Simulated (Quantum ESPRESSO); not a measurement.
# ZnAg3Sb (Pm-3m) in Quantum ESPRESSO: reference runs

How does ZnAg3Sb come out in PBE? The cell is run as given.

Everything below comes from runs of Quantum ESPRESSO 7.5. Logs are shortened: lines on timing, memory, paths and dates and some standing lists are left out, and cuts for length are marked.

### 1 The structure

Symmetry: Pm-3m, No. 221, cubic system. The conventional cell has a = 4.812 Å, b = 4.812 Å, c = 4.812 Å, α = 90.00°, β = 90.00°, γ = 90.00°. Around Zn (site symmetry m-3m) lie 6 Ag at 2.41 Å. Around Ag (site symmetry 4/mmm) lie 2 Zn at 2.41 Å. Around Sb (site symmetry m-3m) lie 12 Ag at 3.40 Å.

The cell was built by a generator and needn't be a form met in nature.

### 2 Single point, PBE

The input, pw.in:

```
&CONTROL
  calculation = 'scf'
  prefix = 'pwscf'
  outdir = './tmp'
  pseudo_dir = './pseudo'
  tprnfor = .true.
  tstress = .true.
  disk_io = 'nowf'
/
&SYSTEM
  ibrav = 0
  nat = 5
  ntyp = 3
  ecutwfc = 60
  ecutrho = 440
  nbnd = 60
  occupations = 'smearing'
  smearing = 'fd'
  degauss = 0.00367493
/
&ELECTRONS
  conv_thr = 1d-09
  electron_maxstep = 120
  mixing_beta = 0.5
/
ATOMIC_SPECIES
Zn    65.3800 Zn_pbe_v1.uspp.F.UPF
Ag   107.8682 Ag_ONCV_PBE-1.0.oncvpsp.upf
Sb   121.7600 sb_pbe_v1.4.uspp.F.UPF
CELL_PARAMETERS angstrom
   4.8122417500    0.0000000000    0.0000000000
   0.0000000000    4.8122417500    0.0000000000
   0.0000000000    0.0000000000    4.8122417500
ATOMIC_POSITIONS crystal
Zn     0.5000000000    0.5000000000    0.5000000000
Ag     0.5000000000    0.0000000000    0.5000000000
Ag     0.0000000000    0.5000000000    0.5000000000
Ag     0.5000000000    0.5000000000    0.0000000000
Sb     0.0000000000    0.0000000000    0.0000000000
K_POINTS automatic
6 6 6 0 0 0
```

Potentials or basis: SSSP 1.3 efficiency PBE.

On the command line:

```console
> OMP_NUM_THREADS=1 pw.x -in pw.in > pw.out
```

pw.out:

```text
This program is part of the open-source Quantum ESPRESSO suite
     for quantum simulation of materials; please cite
[... 9 lines left out ...]
     --------------------
     sticks:   dense  smooth     PW     G-vecs:    dense   smooth      PW
     Sum        2885    1581    457               117161    47257    7249

     Using Slab Decomposition

     bravais-lattice index     =            0
     lattice parameter (alat)  =       9.0938  a.u.
     unit-cell volume          =     752.0365 (a.u.)^3
     number of atoms/cell      =            5
     number of atomic types    =            3
     number of electrons       =        92.00
     number of Kohn-Sham states=           60
     kinetic-energy cutoff     =      60.0000  Ry
     charge density cutoff     =     440.0000  Ry
     scf convergence threshold =      1.0E-09
     mixing beta               =       0.5000
     number of iterations used =            8  plain     mixing
     Exchange-correlation=  SLA  PW   PBX  PBC
                           (   1   4   3   4   0   0   0)

     celldm(1)=   9.093819  celldm(2)=   0.000000  celldm(3)=   0.000000
     celldm(4)=   0.000000  celldm(5)=   0.000000  celldm(6)=   0.000000

     crystal axes: (cart. coord. in units of alat)
               a(1) = (   1.000000   0.000000   0.000000 )
               a(2) = (   0.000000   1.000000   0.000000 )
               a(3) = (   0.000000   0.000000   1.000000 )

     reciprocal axes: (cart. coord. in units 2 pi/alat)
               b(1) = (  1.000000  0.000000  0.000000 )
               b(2) = (  0.000000  1.000000  0.000000 )
               b(3) = (  0.000000  0.000000  1.000000 )

     PseudoPot. # 1 for Zn read from file:
     Zn_pbe_v1.uspp.F.UPF
     Pseudo is Ultrasoft, Zval = 20.0
     Generated by new atomic code, or converted to UPF format
     Using radial grid of  943 points,  6 beta functions with:
                l(1) =   0
                l(2) =   0
                l(3) =   1
                l(4) =   1
                l(5) =   2
                l(6) =   2
     Q(r) pseudized with  8 coefficients,  rinner =    1.100   1.100   1.100
                                                       1.100   1.100

     PseudoPot. # 2 for Ag read from file:
     Ag_ONCV_PBE-1.0.oncvpsp.upf
     Pseudo is Norm-conserving, Zval = 19.0
     Generated using ONCVPSP code by D. R. Hamann
     Using radial grid of 1398 points,  6 beta functions with:
                l(1) =   0
                l(2) =   0
                l(3) =   1
                l(4) =   1
                l(5) =   2
                l(6) =   2

     PseudoPot. # 3 for Sb read from file:
     sb_pbe_v1.4.uspp.F.UPF
     Pseudo is Ultrasoft + core correction, Zval = 15.0
     Generated by new atomic code, or converted to UPF format
     Using radial grid of  891 points,  6 beta functions with:
                l(1) =   0
                l(2) =   0
                l(3) =   1
                l(4) =   1
                l(5) =   2
                l(6) =   2
     Q(r) pseudized with  8 coefficients,  rinner =    1.350   1.350   1.350
                                                       1.350   1.350

     atomic species   valence    mass     pseudopotential
     Zn               20.00    65.38000     Zn( 1.00)
     Ag               19.00   107.86820     Ag( 1.00)
     Sb               15.00   121.76000     Sb( 1.00)

     48 Sym. Ops., with inversion, found

   Cartesian axes

     site n.     atom                  positions (alat units)
         1        Zn     tau(   1) = (   0.5000000   0.5000000   0.5000000  )
         2        Ag     tau(   2) = (   0.5000000   0.0000000   0.5000000  )
         3        Ag     tau(   3) = (   0.0000000   0.5000000   0.5000000  )
         4        Ag     tau(   4) = (   0.5000000   0.5000000   0.0000000  )
         5        Sb     tau(   5) = (   0.0000000   0.0000000   0.0000000  )

     number of k points=    20  Fermi-Dirac smearing, width (Ry)=  0.0037
                       cart. coord. in units 2pi/alat
        k(    1) = (   0.0000000   0.0000000   0.0000000), wk =   0.0092593
        k(    2) = (   0.0000000   0.0000000   0.1666667), wk =   0.0555556
        k(    3) = (   0.0000000   0.0000000   0.3333333), wk =   0.0555556
        k(    4) = (   0.0000000   0.0000000  -0.5000000), wk =   0.0277778
        k(    5) = (   0.0000000   0.1666667   0.1666667), wk =   0.1111111
        k(    6) = (   0.0000000   0.1666667   0.3333333), wk =   0.2222222
[... 12 lines left out ...]
        k(   19) = (   0.3333333  -0.5000000  -0.5000000), wk =   0.0555556
        k(   20) = (  -0.5000000  -0.5000000  -0.5000000), wk =   0.0092593

     Dense  grid:   117161 G-vectors     FFT dimensions: (  64,  64,  64)

     Smooth grid:    47257 G-vectors     FFT dimensions: (  45,  45,  45)

     Initial potential from superposition of free atoms

     starting charge      90.9990, renormalised to      92.0000
     Starting wfcs are   52 randomized atomic wfcs +    8 random wfcs

     Self-consistent Calculation

     iteration #  1     ecut=    60.00 Ry     beta= 0.50
     Davidson diagonalization with overlap
     ethr =  1.00E-02,  avg # of iterations =  5.0

     total energy              =   -1507.02018954 Ry
     estimated scf accuracy    <       2.36141498 Ry
[... 71 lines left out ...]
     iteration # 12     ecut=    60.00 Ry     beta= 0.50
     Davidson diagonalization with overlap
     ethr =  3.56E-12,  avg # of iterations =  2.0

     End of self-consistent calculation

          k = 0.0000 0.0000 0.0000 (  5887 PWs)   bands (ev):

  -114.2925 -80.0200 -80.0187 -80.0187 -68.4507 -68.4507 -68.4507 -43.6358
   -43.6358 -43.6358 -43.3896 -43.3896 -43.3896 -43.3883 -43.3883 -43.3883
   -16.8878 -16.8878 -16.8859 -16.8859 -16.8859   2.5721   4.0477   4.0477
     4.4233   4.4233   4.4233   4.5464   7.4662   7.4662   7.4768   7.4768
     7.4768   8.0052   8.0052   8.0052   8.3263   8.3263   8.3263   8.4398
     8.4398   8.4679   9.4571  10.4712  10.4712  10.4712  14.3651  14.3651
    14.4972  14.4972  14.4972  19.0780  19.2579  19.2579  19.2579  21.4128
    21.4128  21.4128  21.9048  21.9048
[... 190 lines left out ...]
  -114.2925 -80.0192 -80.0192 -80.0192 -68.4505 -68.4504 -68.4504 -43.6480
   -43.6315 -43.6306 -43.3948 -43.3940 -43.3940 -43.3842 -43.3842 -43.3834
   -16.8867 -16.8865 -16.8862 -16.8861 -16.8861   3.4133   4.5005   4.6514
     4.6841   4.6841   4.7350   6.3244   6.4574   6.4574   7.2497   7.5311
     7.5311   7.5924   7.5924   7.6231   7.8870   8.1399   8.1701   8.2444
     8.2525   8.2525   8.3048   9.5669   9.5669  10.4293  12.0038  12.2207
    12.2207  18.0590  18.8848  18.8848  20.7834  22.2844  22.2844  22.9157
    23.0257  23.2628  23.4237  23.6453

          k =-0.5000-0.5000-0.5000 (  5904 PWs)   bands (ev):

  -114.2925 -80.0192 -80.0192 -80.0192 -68.4504 -68.4504 -68.4504 -43.6492
   -43.6306 -43.6306 -43.3948 -43.3948 -43.3948 -43.3834 -43.3834 -43.3834
   -16.8865 -16.8865 -16.8862 -16.8862 -16.8862   3.4276   4.6527   4.6527
     4.7204   4.7204   4.7204   6.3949   6.3949   6.3949   7.5741   7.5741
     7.5741   7.5747   7.5747   7.5747   7.7170   8.1363   8.1363   8.2390
     8.3577   8.3577   8.3577   9.7808   9.7808   9.7808  11.5651  11.5651
    11.5651  19.2353  19.2353  19.2353  23.2825  23.4246  23.4246  23.4246
    23.4896  23.4896  23.9872  23.9875

     the Fermi energy is    12.3428 ev

!    total energy              =   -1508.33570973 Ry
     estimated scf accuracy    <          2.6E-10 Ry
     smearing contrib. (-TS)   =      -0.00123084 Ry
     internal energy E=F+TS    =   -1508.33447889 Ry

     The total energy is F=E-TS. E is the sum of the following terms:
     one-electron contribution =   -1029.80970182 Ry
     hartree contribution      =     546.99925390 Ry
     xc contribution           =    -167.37578448 Ry
     ewald contribution        =    -858.14824650 Ry

     convergence has been achieved in  12 iterations

     Forces acting on atoms (cartesian axes, Ry/au):

     atom    1 type  1   force =     0.00000000    0.00000000    0.00000000
     atom    2 type  2   force =     0.00000000    0.00000000    0.00000000
     atom    3 type  2   force =     0.00000000    0.00000000    0.00000000
     atom    4 type  2   force =     0.00000000    0.00000000    0.00000000
     atom    5 type  3   force =     0.00000000    0.00000000    0.00000000

     Total force =     0.000000     Total SCF correction =     0.000000

     Computing stress (Cartesian axis) and pressure

          total   stress  (Ry/bohr**3)                   (kbar)     P=       15.25
   0.00010363   0.00000000   0.00000000           15.25        0.00        0.00
   0.00000000   0.00010363   0.00000000            0.00       15.25        0.00
   0.00000000   0.00000000   0.00010363            0.00        0.00       15.25

=------------------------------------------------------------------------------=
   JOB DONE.
=------------------------------------------------------------------------------=
```

It took 3.3 min on 1 thread of Intel Xeon Platinum 8259CL at 2.50GHz (Skylake/Cascade Lake), shared host; peak memory 0.57 GiB.

Results:

* Free energy: -20521.9528 eV
* Pressure: 1.5 GPa
* Band gap on the k mesh: none (metal or under the smearing width)

Levels at points of the mesh, in eV from the Fermi level:
```csv
k point,band 43,band 44,band 45,band 46,band 47,band 48,band 49,band 50
"(0.00, 0.00, 0.00)",-2.89,-1.87,-1.87,-1.87,2.02,2.02,2.15,2.15
"(0.00, 0.00, -0.50)",-3.90,-1.65,-0.15,-0.15,0.95,1.06,1.06,2.86
"(0.00, -0.50, -0.50)",-3.60,-3.05,-3.05,0.62,2.14,2.29,2.29,2.68
"(-0.50, -0.50, -0.50)",-3.99,-2.56,-2.56,-2.56,-0.78,-0.78,-0.78,6.89
```

The run has no spin-orbit coupling, so splittings on Sb are missing.
